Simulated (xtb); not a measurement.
# GFN1-xTB run of CH6GeNOSi (SMILES O=CN[SiH][GeH3])

Wanted: an optimisation with harmonic vibrations of CH6GeNOSi. 

The calculation is run with xtb 6.7.1.

20 further runs of the same task are left out: 20 set aside as unsound or not needed.

## 1. Starting point

CH6GeNOSi: 11 atoms, total charge 0, spin state doublet. SMILES: `O=CN[SiH][GeH3]`. The shape comes from GFN2-xTB, which is rough for such elements, and wasn't checked as a minimum. This is one conformer, not always the lowest. The run starts from this shape.

Bond lengths: O1–C2 1.216 Å, C2–N3 1.336 Å, N3–Si4 1.773 Å, Si4–Ge5 2.335 Å, C2–H6 1.104 Å, N3–H7 1.008 Å, Si4–H8 1.475 Å, Ge5–H9 1.495 Å, Ge5–H10 1.492 Å, Ge5–H11 1.526 Å. Some angles: O1–C2–N3 124.0°, C2–N3–Si4 120.2°, N3–Si4–Ge5 107.4°, O1–C2–H6 120.9°, N3–C2–H6 115.1°, C2–N3–H7 117.0°, Si4–N3–H7 122.7°, N3–Si4–H8 98.2°, Ge5–Si4–H8 120.7°, Si4–Ge5–H9 119.8°. A long bond or contact: O1–Si4 2.956 Å.

## 2. An optimisation with harmonic vibrations at GFN1-xTB

The input, start.xyz:

```xyz
11

O     -0.02068000     1.31245000     0.96390000
C      0.67689000     0.48710000     1.52039000
N      1.04805000    -0.67165000     0.96873000
Si     0.62320000    -1.03375000    -0.71441000
Ge    -1.01895000     0.49407000    -1.36279000
H      1.04106000     0.65372000     2.54950000
H      1.62874000    -1.27818000     1.52551000
H      0.29702000    -2.46192000    -0.54608000
H     -2.22284000     0.70159000    -0.50059000
H     -0.46038000     1.82809000    -1.72787000
H     -1.59211000    -0.03152000    -2.67630000
```

Run with:

```
xtb start.xyz --ohess vtight --gfn1 --uhf 1 | tee xtb.out
```

**Question.** What will come out? Wanted: total energy at the end; dipole moment; HOMO energy; LUMO energy; dispersion energy; lowest harmonic wavenumber; highest harmonic wavenumber; zero-point energy.

Answer, from the run:

Level: GFN1-xTB.

```
                   quantity          value
    total energy at the end   -16.75524 Eh
              dipole moment         6.20 D
HOMO energy (partly filled)       -9.27 eV
                LUMO energy       -7.73 eV
          dispersion energy  -10.23 kJ/mol
 lowest harmonic wavenumber        75 cm⁻¹
highest harmonic wavenumber      3497 cm⁻¹
          zero-point energy   171.1 kJ/mol
```

At the final geometry: Bond lengths: O1–C2 1.270 Å, C2–N3 1.317 Å, O1–Si4 2.039 Å, N3–Si4 1.853 Å, Si4–Ge5 2.351 Å, C2–H6 1.093 Å, N3–H7 1.008 Å, Si4–H8 1.514 Å, Ge5–H9 1.495 Å, Ge5–H10 1.492 Å, Ge5–H11 1.493 Å. Some angles: O1–C2–N3 112.9°, C2–O1–Si4 86.6°, C2–N3–Si4 93.4°, O1–Si4–N3 67.1°, O1–Si4–Ge5 88.9°, N3–Si4–Ge5 110.1°, O1–C2–H6 122.1°, N3–C2–H6 124.9°, C2–N3–H7 120.2°, Si4–N3–H7 146.3°. All 27 modes are real, so the shape is a minimum at this level.
